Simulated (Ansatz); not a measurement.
**Ge₂H (doublet): wave-function methods side by side, cc-pVDZ**

One table from this session's results is given with a row withheld; the runs are named, their logs left out.

Program: Ansatz 0.2.0, Gaussian basis. Level of theory: cc-pVDZ, core rule «outside noble gas», up to 28 orbitals frozen. These are calculated values, not measurements.

The runs, in order: UHF; CCSD(T) on ROHF; CCSD(T) on UHF; BCCD(T) on ROHF; CISD; CCSDT(Q) on ROHF; CCSDT(Q) on UHF; CASSCF and MRCISD+Q, 9 electrons in 9 orbitals; CASSCF and NEVPT2, 9 electrons in 9 orbitals.

23 further runs of the same task are left out: 10 that didn't finish, 13 set aside as unsound or not needed.

### The system

The geometry is a PBE0/def2-TZVP stationary point (not a proven minimum) of the parent state, kept for this charge and spin. No spin-orbit coupling is included. The filled d shell of Ge may be among the frozen orbitals whatever the setting's name suggests; the logs give the count.

3 atoms, charge 0, spin multiplicity 2.

Atoms are counted from 1 here; the program's logs count them from 0.

Bond lengths: Ge1–Ge2 2.463 Å, Ge1–H3 1.593 Å. Angles: Ge2–Ge1–H3 107.0°.

The first run:

in.yaml

```yaml
crystal:
  periodic: [false, false, false]
  atoms:
    - {symbol: Ge, position_ang: [0.000000, -0.042268, 1.219169]}
    - {symbol: Ge, position_ang: [0.000000, 0.021899, -1.243104]}
    - {symbol: H, position_ang: [0.000000, 1.467966, 1.724950]}
basis:
  gaussian: {orbitals: cc-pVDZ}
magnetization: {spin_polarized: true, initial_magnetization: 1}
hamiltonian: {xc: hf}
output: {orbitals: {seedname: orbitals}}
```

Run with:

```console
ansatz run in.yaml --threads 1 --pin off --events-out ev --progress --plain --max-ram 2393MiB
```

Among the steps run: UHF; CCSD(T) on ROHF; CCSD(T) on UHF; BCCD(T) on ROHF; CISD; CCSDT(Q) on ROHF; CCSDT(Q) on UHF; CASSCF and MRCISD+Q, 9 electrons in 9 orbitals; CASSCF and NEVPT2, 9 electrons in 9 orbitals.

One of the session's tables, all rows but one given; the rest of the session is left out.

| method | from RCCSDT(Q) (kcal/mol) |
| --- | --- |
| ROHF | +114.78 |
| RMP2 | ? |
| UMP2 | +32.05 |
| CISD | +15.99 |
| RCCSD | +6.54 |
| UCCSD | +6.80 |
| RCCSD(T) | +1.85 |
| UCCSD(T) | +1.94 |
| BCCD(T) | +1.83 |
| RCCSDT | +0.48 |
| UCCSDT | +0.52 |
| RCCSDT(Q) | 0 |
| UCCSDT(Q) | -0.08 |
| CASSCF valence | +70.56 |
| NEVPT2 valence | +17.09 |
| MRCISD valence | +4.82 |
| MRCISD+Q valence | -0.07 |

Estimate the missing values for RMP2.

As computed: from RCCSDT(Q) (kcal/mol): +29.67. In the column «from RCCSDT(Q) (kcal/mol)» it lies between NEVPT2 valence (+17.09) and UMP2 (+32.05).

Left out of the table: UHF (another determinant or state than the rows shown).

To keep in mind: The determinant is far from a pure spin state, so its energy mixes those of several spin states (harmless only where they are near-degenerate, as at dissociation). Restricted and unrestricted rows rest on different reference determinants; where their highest levels disagree by more than a few hundredths of an eV, they describe different states and don't form one ladder.
